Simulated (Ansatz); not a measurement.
# PbS2: how the settings move a single-point run

Question: which choices in the input matter for PbS2? The cell is built on a prototype (CdCl2 type) and needn't be the phase found in nature.

Computed with Ansatz 0.2.0 (reference: DFT, PBEsol, plane waves, PAW, unless a step's input says otherwise).

2 further runs of the same task are left out: 2 that didn't finish.

## Step 1: The system as given

The structure is trigonal, space group R-3m (No. 166). Conventional cell: a = 3.820 Å, b = 3.820 Å, c = 17.692 Å, α = 90.00°, β = 90.00°, γ = 120.00°. Around Pb (site symmetry -3m) lie 6 S at 2.68 Å. Around S (site symmetry 3m) lie 3 Pb at 2.68 Å.

Coordinates:

```cif
data_structure
_symmetry_space_group_name_H-M 'P 1'
_symmetry_Int_Tables_number 1
_cell_length_a 6.2962
_cell_length_b 6.2962
_cell_length_c 6.2962
_cell_angle_alpha 35.316
_cell_angle_beta 35.316
_cell_angle_gamma 35.316
_cell_volume 74.52
loop_
_atom_site_label
_atom_site_type_symbol
_atom_site_fract_x
_atom_site_fract_y
_atom_site_fract_z
_atom_site_occupancy
Pb1 Pb 0.00000 0.00000 0.00000 1
S1 S 0.24725 0.24725 0.24725 1
S2 S 0.75275 0.75275 0.75275 1
```

## Step 2: The reference run

File input.yaml:

```yaml
crystal:
  lattice:
    - [1.9098773987, 1.1026682303, 5.8973836042]
    - [-1.9098773987, 1.1026682303, 5.8973836042]
    - [0.0, -2.2053364605, 5.8973836042]
  atoms:
    - { symbol: Pb, position: [0.0, 0.0, 0.0] }
    - { symbol: S, position: [0.2472450479, 0.2472450479, 0.2472450479] }
    - { symbol: S, position: [0.7527549521, 0.7527549521, 0.7527549521] }
kpoints:
  mp_grid: { grid: [6, 6, 6] }
hamiltonian:
  xc: pbesol
scf:
  occupations: { method: fermi_dirac, width: 0.02 }
  n_extra_bands: 4
output:
  forces: true
  stress: true
  eigenvalues: true
```

Started as:

```console
$ ansatz run input.yaml --threads 4 --pin off --max-ram 3686MiB --backend cpu --events-out ev --progress --plain --runs-dir out
```

## Step 3: Variant: mixing.ndim 1

input.yaml: that of step 2 with these lines changed.

```diff
@@ -16,2 +16,4 @@
   n_extra_bands: 4
+  mixing: { ndim: 1 }
+  max_iter: 89
 output:
```

## Step 4: Variant: ecutrho_ratio 8

input.yaml: that of step 2 with these lines changed.

```diff
@@ -16,2 +16,3 @@
   n_extra_bands: 4
+  max_iter: 67
 output:
@@ -20 +21,3 @@
   eigenvalues: true
+basis:
+  ecutrho_ratio: 8
```

## Step 5: Changed: xc mr2scan

input.yaml: that of step 2 with these lines changed.

```diff
@@ -12,3 +12,3 @@
 hamiltonian:
-  xc: pbesol
+  xc: mr2scan
 scf:
```

What does the calculation give? Wanted: for each run, ending; energy change; pressure; gap; force.

**Answer**, as computed:

| run | ending | energy change | pressure (GPa) | gap (eV) | force (eV/Å) | cycles | time |
| --- | --- | --- | --- | --- | --- | --- | --- |
| reference | converged | 0 | -0.1 | 0.06 | 0.04 | 6 | 0.89 s |
| 1: mixing.ndim 1 | converged | 0.0 meV/atom | -0.1 | 0.06 | 0.04 | 49 | 9.6 s |
| 2: ecutrho_ratio 8 | converged | 0.0 meV/atom | -0.1 | 0.06 | 0.04 | 6 | 0.99 s |
| 3: xc mr2scan | converged | not comparable | 0.9 | 0.22 | 0.03 | 6 | 2.1 s |

Residual by cycle in the longest SCF loop of each run; runs are numbered as in the table. The quantity is the density residual dr2, in eV.

```
cycle  reference   run 1   run 2   run 3
    1     0.0222  0.0222  0.0222  0.0257
    5     5.1e-7  0.0397  5.8e-7  3.5e-6
   10          -   0.905       -       -
   14          -    12.9       -       -
   18          -    14.8       -       -
   23          -    30.9       -       -
   27          -    26.6       -       -
   32          -    47.2       -       -
   36          -    53.6       -       -
   40          -    43.1       -       -
   45          -  2.0e-4       -       -
   49          -  1.6e-9       -       -
```

**Reading.** Of the converged runs whose energies compare with the reference's, none moves it noticeably. The pressure spans -0.1 to 0.9 GPa over the reference and the converged variants. The gap spans 0.06 to 0.22 eV over the reference and the converged variants. Of the variants the dearest is «mixing.ndim 1» (9.6 s), the cheapest «ecutrho_ratio 8» (0.99 s), on a shared host. The gap of the reference lacks spin-orbit coupling, though the cell holds Pb.
